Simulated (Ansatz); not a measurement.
**CH₈BInSi: a ladder of functionals and wavefunction methods**

Aim: compute CH₈BInSi with functionals from several rungs and with coupled cluster. The yardstick is the atomisation energy at the CCSD(T) limit.

Program: Ansatz 0.2.0, Gaussian basis. Level of theory: functionals in def2-TZVPP, the program's frozen cores in correlated methods. These are calculated values, not measurements.

Levels to be run: LDA (SPW92), PBE-D4, revPBE-D4, BLYP-D4, r2SCAN-D4, B97M-V, PBE0-D4, B3LYP-D4, r2SCANh-D4, r2SCAN0-D4, HSE06-D4, BHLYP-D4, CAM-B3LYP-D4, LC-ωPBE, ωB97X-V, ωB97M-V, B2PLYP, PBE-QIDH; CCSD(T)/def2-SVP; CCSD(T)/def2-TZVPP; MP2/def2-QZVPP; extrapolation to the limit; RPA on PBE.

### Step 1. The geometry

An earlier PBE0-D4 in a triple-zeta def2 set relaxation fixed the geometry. In takes the def2 core potential; no spin-orbit term is included.

SMILES `[SiH3]B[CH2][InH2]`, 12 atoms, charge 0, spin multiplicity 1.

Atoms are counted from 1 here; the program's logs count them from 0.

Bond lengths: Si1–B2 2.021 Å, Si1–H5 1.541 Å, Si1–H6 1.488 Å, Si1–H7 1.485 Å, B2–C3 1.483 Å, B2–H8 1.199 Å, C3–In4 2.331 Å, C3–H9 1.090 Å, C3–H10 1.090 Å, In4–H11 1.711 Å, In4–H12 1.712 Å. Angles: B2–Si1–H5 103.9°, B2–Si1–H6 116.5°, B2–Si1–H7 118.8°, H5–Si1–H6 102.1°, H5–Si1–H7 103.1°, H6–Si1–H7 109.8°, Si1–B2–C3 116.6°, Si1–B2–H8 120.2°, C3–B2–H8 121.7°, B2–C3–In4 81.0°, B2–C3–H9 123.2°, B2–C3–H10 121.9°, In4–C3–H9 95.7°, In4–C3–H10 110.0°, H9–C3–H10 112.5°, C3–In4–H11 124.2°, C3–In4–H12 106.3°, H11–In4–H12 128.0°.

### Step 2. LDA

This LDA is Slater exchange with PW92 correlation.

File in.yaml:

```yaml
crystal:
  periodic: [false, false, false]
  atoms:
    - {symbol: Si, position_ang: [-0.870945, 1.439674, -0.081450]}
    - {symbol: B, position_ang: [-0.974033, -0.551376, -0.409466]}
    - {symbol: C, position_ang: [0.201087, -1.178759, -1.061310]}
    - {symbol: In, position_ang: [1.180657, -0.590323, 0.970237]}
    - {symbol: H, position_ang: [0.367748, 1.601756, 0.821562]}
    - {symbol: H, position_ang: [-0.516516, 2.287867, -1.251794]}
    - {symbol: H, position_ang: [-1.948722, 2.092026, 0.705149]}
    - {symbol: H, position_ang: [-1.825380, -1.207042, 0.121578]}
    - {symbol: H, position_ang: [0.903152, -0.625720, -1.685040]}
    - {symbol: H, position_ang: [0.271060, -2.256481, -1.209953]}
    - {symbol: H, position_ang: [0.496734, -0.931559, 2.501476]}
    - {symbol: H, position_ang: [2.792158, -0.134963, 0.613210]}
basis:
  gaussian: {orbitals: def2-TZVPP}
hamiltonian: {xc: lda}
output: {orbitals: {seedname: orbitals}}
```

After this run come: PBE-D4 (GGA); revPBE-D4 (GGA); BLYP-D4 (GGA); r2SCAN-D4 (meta-GGA); B97M-V (meta-GGA); PBE0-D4 (hybrid); B3LYP-D4 (hybrid); r2SCANh-D4 (hybrid); r2SCAN0-D4 (hybrid); HSE06-D4 (hybrid); BHLYP-D4 (hybrid); CAM-B3LYP-D4 (range-separated); LC-ωPBE (range-separated); ωB97X-V (range-separated); ωB97M-V (range-separated); B2PLYP (double hybrid); PBE-QIDH (double hybrid); CCSD(T) in def2-SVP; CCSD(T) in def2-TZVPP; MP2 in def2-QZVPP; RPA on PBE orbitals.

**Question.** What will the summary of the whole plan be? Wanted: atomisation energy, CCSD(T)/CBS; farthest beyond LDA; mean size of error, GGA; mean size of error, meta-GGA; mean size of error, hybrid; mean size of error, range-separated; mean size of error, double hybrid; gap, smallest and largest; T1 diagnostic.

As calculated:

| quantity | value |
| --- | --- |
| atomisation energy, CCSD(T)/CBS | 869.9 kcal/mol |
| functionals within 8.7 kcal/mol (1.0 %) | PBE-D4, r2SCAN-D4, B97M-V, PBE0-D4, B3LYP-D4, r2SCANh-D4, r2SCAN0-D4, HSE06-D4, CAM-B3LYP-D4, LC-ωPBE, ωB97X-V, ωB97M-V, PBE-QIDH |
| farthest beyond LDA | revPBE-D4 (-17.2 kcal/mol) |
| mean size of error, GGA | 11.1 kcal/mol |
| mean size of error, meta-GGA | 5.4 kcal/mol |
| mean size of error, hybrid | 5.1 kcal/mol |
| mean size of error, range-separated | 2.8 kcal/mol |
| mean size of error, double hybrid | 11.2 kcal/mol |
| gap, smallest and largest | 4.10 eV (LDA (SPW92)), 10.57 eV (LC-ωPBE) |
| T1 diagnostic | 0.0142 |
| triples share of the correlation energy | 3.6 % |

LDA overbinds by 103.1 kcal/mol (12 %). PBE-D4 misses by -1.1 kcal/mol. Double hybrids carry the basis error of their MP2 part in triple zeta, and no dispersion term here, so their miss is partly the set-up's. The rungs range-separated, hybrid, meta-GGA miss on average by less than the doubt on the reference (8.7 kcal/mol), so they tie. The reference freezes the cores and leaves out spin-orbit coupling and excitations past (T), and its outer-core shells are covered unevenly, so misses under about 8.7 kcal/mol can't be ranked. All levels share the lack of spin-orbit coupling, which lowers the free heavy atoms and so the true binding. Hartree-Fock recovers 75 % of the binding; the rest is correlation. CCSD(T) in def2-SVP is off by -47.3 kcal/mol, worse than the median functional, from the basis alone. The gap grows from 4.1 to 10.6 eV across the functionals, mostly with the share of exact exchange. Correlated methods include outer-core shells of In, which these sets cover unevenly.
